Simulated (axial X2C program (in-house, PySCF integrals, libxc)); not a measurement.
# YbH⁺: Ω levels from open-shell CI on f12 s1 d(πδ)1

Aim: the spin–orbit levels of YbH⁺ that arise from the configuration f12 s1 d(πδ)1 of Yb, and how they move with the bond.

Method: two-component X2C, average-of-configuration Hartree–Fock and CI in the open shells; program: an in-house X2C program for linear molecules on PySCF integrals.

All values are calculated.

## Step 1: The job

task.json

```json
{"zs": [70, 1], "q": 1, "bas": ["dyall-v3z", "dyall-v3z"], "r0": 1.87, "metal": 0, "shells": [[3, [0, 1, 2, 3], 12], [0, [0], 1], [2, [1, 2], 1]], "fix": 1, "emax": 2.2, "nroots": 4}
```

Keys: zs atomic numbers; q charge; bas basis sets; r0 starting distance in Å; metal index of the metal atom; shells open shells as [l, |m| values, electrons]; fix electron count of the first shell held; emax energy window in eV; nroots roots for each Ω.

Launch:

```bash
> python soci.py task.json out
```

Two-component X2C with atomic mean-field Coulomb and Gaunt terms, basis Yb dyall-v3z, H dyall-v3z (cores contracted in-house). Orbitals come from Hartree–Fock averaged over the configuration Yb f12 s1 d(πδ)1; CI then distributes these electrons over the f, s, d(πδ) shells of Yb, the count in the first shell held.

## Step 2: CI at R = 1.799 Å

Output:

```text
average of configuration f12 s1 d(πδ)1
basis functions 198  fitting functions 987
iter      average energy  largest gradient
   1     -14051.242643264   2.14e+01
   2     -14051.842771183   7.80e+00
   3     -14051.960905943   1.89e+00
   4     -14051.965373489   8.66e-02
   5     -14051.965533627   1.23e-01
   6     -14051.965703871   1.16e-02
   7     -14051.965708429   2.87e-03
   8     -14051.965709288   1.63e-03
   9     -14051.965709889   8.53e-04
  10     -14051.965709949   2.47e-04
  11     -14051.965709971   1.75e-04
  12     -14051.965709978   1.48e-04
  13     -14051.965709982   4.18e-05
  14     -14051.965709983   3.80e-05
  15     -14051.965709984   4.03e-05
  16     -14051.965709984   1.21e-05
converged
CI levels
2*Omega        energy/Eh    cm-1   g(par)  dipole/D  leading shell counts
    6    -14052.11413259        0   8.939   -2.916  {'12 1 1': 0.975}
    8    -14052.11405745       16  11.529   -2.929  {'12 1 1': 0.977}
    4    -14052.11253971      350   6.164   -2.914  {'12 1 1': 0.972}
   10    -14052.11202342      463  13.939   -2.939  {'12 1 1': 0.993}
    2    -14052.10994427      919   3.358   -2.922  {'12 1 1': 0.966, '12 0 2': 0.032}
    0    -14052.10735273     1488   0.000   -2.992  {'12 1 1': 0.94, '12 0 2': 0.059}
    0    -14052.10608123     1767   0.000   -2.840  {'12 1 1': 0.992}
    2    -14052.10355871     2321   1.782   -2.927  {'12 1 1': 0.966, '12 0 2': 0.033}
   10    -14052.10269602     2510   9.859   -2.956  {'12 1 1': 0.983}
    8    -14052.10253998     2544   7.402   -2.956  {'12 1 1': 0.978}
   12    -14052.10213938     2632  12.525   -2.960  {'12 1 1': 0.986}
    6    -14052.10201567     2659   5.508   -2.960  {'12 1 1': 0.968}
    4    -14052.10189136     2687   3.776   -2.964  {'12 1 1': 0.959, '12 0 2': 0.031}
   14    -14052.10105459     2870  15.009   -2.963  {'12 1 1': 0.99}
    6    -14052.09996887     3109   7.322   -2.925  {'12 1 1': 0.982}
   16    -14052.09950990     3209  18.151   -2.962  {'12 1 1': 0.993}
   14    -14052.09950888     3210  15.082   -2.960  {'12 1 1': 0.994}
    4    -14052.09949786     3212   4.959   -2.916  {'12 1 1': 0.963}
    8    -14052.09943423     3226   9.971   -2.923  {'12 1 1': 0.988}
   12    -14052.09898860     3324  12.856   -2.955  {'12 1 1': 0.987}
    2    -14052.09885158     3354   2.789   -2.900  {'12 1 1': 0.923, '12 2 0': 0.044, '12 0 2': 0.033}
    0    -14052.09819065     3499   0.000   -2.900  {'12 1 1': 0.896, '12 2 0': 0.066, '12 0 2': 0.039}
   10    -14052.09803635     3533  10.727   -2.947  {'12 1 1': 0.982}
   16    -14052.09772940     3600  19.611   -2.939  {'12 1 1': 0.995}
   18    -14052.09740542     3671  21.985   -2.952  {'12 1 1': 0.991}
   14    -14052.09702011     3756  17.189   -2.923  {'12 1 1': 0.993}
    8    -14052.09620537     3935   8.564   -2.956  {'12 1 1': 0.978}
    0    -14052.09609894     3958   0.000   -2.927  {'12 1 1': 0.97, '12 0 2': 0.03}
    2    -14052.09586725     4009   1.354   -2.906  {'12 1 1': 0.967, '12 0 2': 0.033}
    4    -14052.09557023     4074   4.078   -2.860  {'12 1 1': 0.952, '12 0 2': 0.046}
   12    -14052.09523057     4149  14.947   -2.907  {'12 1 1': 0.987}
    6    -14052.09465829     4274   6.483   -2.960  {'12 1 1': 0.97}
    0    -14052.09264958     4715   0.000   -2.884  {'12 1 1': 0.748, '12 2 0': 0.149, '12 0 2': 0.102}
   10    -14052.09247314     4754  12.703   -2.893  {'12 1 1': 0.978}
    0    -14052.08997194     5303   0.000   -2.881  {'12 1 1': 0.896, '12 0 2': 0.104}
   12    -14052.08625100     6119  14.204   -3.227  {'12 0 2': 0.608, '12 2 0': 0.252, '12 1 1': 0.14}
    0    -14052.08327852     6772   0.000   -2.917  {'12 1 1': 0.959, '12 0 2': 0.041}
    0    -14052.08281122     6874   0.000   -3.071  {'12 0 2': 0.517, '12 1 1': 0.48}
   14    -14052.08275480     6887  17.753   -3.430  {'12 0 2': 0.799, '12 1 1': 0.201}
   16    -14052.07006533     9672  18.320   -3.250  {'12 0 2': 0.84, '12 1 1': 0.16}
   16    -14052.06882864     9943  17.826   -3.195  {'12 0 2': 0.802, '12 1 1': 0.198}
   18    -14052.06802560    10119  20.220   -3.383  {'12 0 2': 1.0}
   20    -14052.06647908    10459  23.937   -3.427  {'12 0 2': 1.0}
   18    -14052.06164321    11520  21.442   -3.404  {'12 0 2': 0.992}
   20    -14052.04121249    16004  22.047   -3.682  {'12 0 2': 1.0}
   18    -14052.03858493    16581  19.733   -3.629  {'12 0 2': 1.0}
```

Dipoles in the output refer to the first atom as origin, so for this ion they depend on that choice.

Wall time 3.1 s (1 thread of Arm Neoverse V1, shared host); peak memory 0.86 GiB.

Active spinors (ω > 0; filled shells left out):

```
shell    ω  ε (eV)                    character
    f  5/2  -33.97                    100% Yb f
    f  3/2  -33.89                    100% Yb f
    f  1/2  -33.65                     99% Yb f
    f  7/2  -32.50                    100% Yb f
    f  5/2  -32.43                    100% Yb f
    f  3/2  -32.37                    100% Yb f
    f  1/2  -32.14                     99% Yb f
    s  1/2   -9.17  58% Yb s, 33% Yb d, 5% Yb p
d(πδ)  3/2   -4.97                    100% Yb d
d(πδ)  1/2   -4.76                     95% Yb d
d(πδ)  5/2   -4.74                    100% Yb d
d(πδ)  3/2   -4.61                     96% Yb d
```

The levels:

```
Ω  energy (cm⁻¹)     g∥                      configuration
3              0   8.94                  98% f12 s1 d(πδ)1
4             16  11.53                  98% f12 s1 d(πδ)1
2            350   6.16                  97% f12 s1 d(πδ)1
5            463  13.94                  99% f12 s1 d(πδ)1
1            919   3.36                  97% f12 s1 d(πδ)1
0           1488   0.00  94% f12 s1 d(πδ)1 + 6% f12 d(πδ)2
0           1767   0.00                  99% f12 s1 d(πδ)1
1           2321   1.78                  97% f12 s1 d(πδ)1
5           2510   9.86                  98% f12 s1 d(πδ)1
4           2544   7.40                  98% f12 s1 d(πδ)1
6           2632  12.52                  99% f12 s1 d(πδ)1
3           2659   5.51                  97% f12 s1 d(πδ)1
2           2687   3.78                  96% f12 s1 d(πδ)1
7           2870  15.01                  99% f12 s1 d(πδ)1
3           3109   7.32                  98% f12 s1 d(πδ)1
8           3209  18.15                  99% f12 s1 d(πδ)1
7           3210  15.08                  99% f12 s1 d(πδ)1
2           3212   4.96                  96% f12 s1 d(πδ)1
4           3226   9.97                  99% f12 s1 d(πδ)1
6           3324  12.86                  99% f12 s1 d(πδ)1
```

g∥ is the magnitude of 2⟨Lz + ge Sz⟩ for the +Ω component.

## Step 3: The same at R = 1.943 Å

```
Ω  energy (cm⁻¹)     g∥                      configuration
4              0  11.53                  97% f12 s1 d(πδ)1
3             30   8.91                  97% f12 s1 d(πδ)1
2            388   6.15                  96% f12 s1 d(πδ)1
5            471  13.94                  99% f12 s1 d(πδ)1
1            944   3.37                  96% f12 s1 d(πδ)1
0           1470   0.00  92% f12 s1 d(πδ)1 + 8% f12 d(πδ)2
0           1802   0.00                  99% f12 s1 d(πδ)1
1           2316   1.78                  96% f12 s1 d(πδ)1
5           2567   9.85                  98% f12 s1 d(πδ)1
4           2607   7.44                  97% f12 s1 d(πδ)1
```

## Step 4: Curves along the bond

The same input was run at the other distances (logs left out). Energies in cm⁻¹ from the lowest point; levels are followed by energy order within each Ω.

```
R (Å)  (1)Ω=3  (1)Ω=4  (1)Ω=2  (1)Ω=5  (1)Ω=1  (1)Ω=0  (2)Ω=0
1.673    1112    1194    1450    1610    2037    2656    2885
1.736     296     341     640     775    1218    1809    2065
1.799       0      16     350     463     919    1488    1767
1.871     174     164     528     623    1090    1637    1942
1.943     780     750    1139    1221    1694    2221    2553
2.024    1859    1813    2221    2296    2769    3274    3639
2.123    3597    3535    3960    4035    4498    4977    5389
```

Constants where the minimum is well bracketed:

```
level of the curve  Te (cm⁻¹)  Re (Å)  ωe (cm⁻¹)
            (1)Ω=3          0   1.810     1855.7
            (1)Ω=4         11   1.814     1856.2
            (1)Ω=2        350   1.809     1855.9
            (1)Ω=5        460   1.812     1857.5
            (1)Ω=1        919   1.810     1855.1
            (1)Ω=0       1484   1.813     1851.6
            (2)Ω=0       1767   1.810     1861.4
```

## Step 5: What came out

```
                 quantity                                value
lowest level of the model  Ω = 3, g∥ = 8.94, 98% f12 s1 d(πδ)1
               next level                Ω = 4, 16 cm⁻¹ higher
  lowest curve, Re and ωe                 1.810 Å, 1855.7 cm⁻¹
```

In words: In the lowest level ⟨Sz⟩ = 1.47 and ⟨Lz⟩ = 1.53; its leading determinant has weight 0.46 among 326. From 1.799 to 1.943 Å the gap from the lowest to the fifth level goes from 919 to 944 cm⁻¹. Without dynamic correlation distances can be off by several hundredths of an Å, and the wavenumbers are rough. There is no dynamic correlation: spin–orbit spacings and, for f shells, spacings inside one term are the most reliable numbers, splittings between terms come out too wide, and energies between configurations are not reliable, so the lowest level need not be the ground state of the molecule. With the count in the first shell held, other counts are excluded: this configuration can lie several eV above the ground configuration of the molecule. At most 4 roots were kept for each Ω > 0 (twice that for Ω = 0) within 2.2 eV of the lowest, so higher up levels can be missing between those listed; levels with Ω > 0 are doubly degenerate and listed once, Ω = 0 levels singly.
